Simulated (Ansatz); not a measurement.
# EuTa2Te4: the cost of one run

Program: Ansatz 0.2.0. Level of theory: reference: DFT PBE+U, plane waves, PAW, scalar-relativistic, collinear spin. These are calculated values, not measurements.

2 further runs of the same task are left out: 1 for a known fault of the program, 1 that didn't finish.

## Step 1: The starting structure

Symmetry: I-4, No. 82, tetragonal system. Conventional cell: a = 6.232 Å, b = 6.232 Å, c = 12.459 Å, α = 90.00°, β = 90.00°, γ = 90.00°. Ta (site symmetry -4) is surrounded by 4 Te at 2.70 Å. Around Eu (site symmetry -4) lie 4 Te at 2.70 Å. Te (site symmetry 1) is surrounded by 2 Ta at 2.70 Å and 1 Eu at 2.70 Å.

Coordinates:

```
CELL_PARAMETERS angstrom
0.00000 6.23155 0.00000
6.23155 0.00000 0.00000
3.11577 3.11577 -6.22951
ATOMIC_POSITIONS crystal
Ta 0.50000 0.50000 0.00000
Ta 0.75000 0.25000 0.50000
Eu 0.00000 0.00000 0.00000
Te 0.37500 0.37500 0.75000
Te 0.62500 0.12500 0.25000
Te 0.87500 0.87500 0.75000
Te 0.12500 0.62500 0.25000
```

## Step 2: Reference

input.yaml reads:

```yaml
crystal:
  lattice:
    - [0.0, 6.23154747, 0.0]
    - [6.23154747, 0.0, 0.0]
    - [3.11577323, 3.11577323, -6.22951207]
  atoms:
    - { symbol: Ta, position: [0.5, 0.5, 0.0], spin: 1.0 }
    - { symbol: Ta, position: [0.75, 0.25, 0.5], spin: 1.0 }
    - { symbol: Eu, position: [0.0, 0.0, 0.0], spin: 6.8 }
    - { symbol: Te, position: [0.375, 0.375, 0.75] }
    - { symbol: Te, position: [0.625, 0.125, 0.25] }
    - { symbol: Te, position: [0.875, 0.875, 0.75] }
    - { symbol: Te, position: [0.125, 0.625, 0.25] }
kpoints:
  mp_grid: { grid: [3, 3, 3], shift: [0, 0, 0] }
magnetization:
  spin_polarized: true
scf:
  occupations: { method: gaussian, width: 0.211 }
hamiltonian:
  pseudopotentials: { kind: paw }
  xc: pbe
  hubbard:
    projectors: all-electron-ortho-atomic
    sites: [{ species: Eu, l: f, u_eff: 3.51 }]
basis:
  ecutwfc: 420
output:
  forces: true
  stress: true
  eigenvalues: true
```

On the command line:

```sh
> ansatz run input.yaml --threads 1 --pin off --max-ram 2560MiB --backend cpu --events-out ev --progress --plain --runs-dir out
```

What time and memory should one allow on 1 thread of Intel Xeon Platinum 8488C (Sapphire Rapids), shared host?

About 65 s, with a peak of 0.8 GiB.
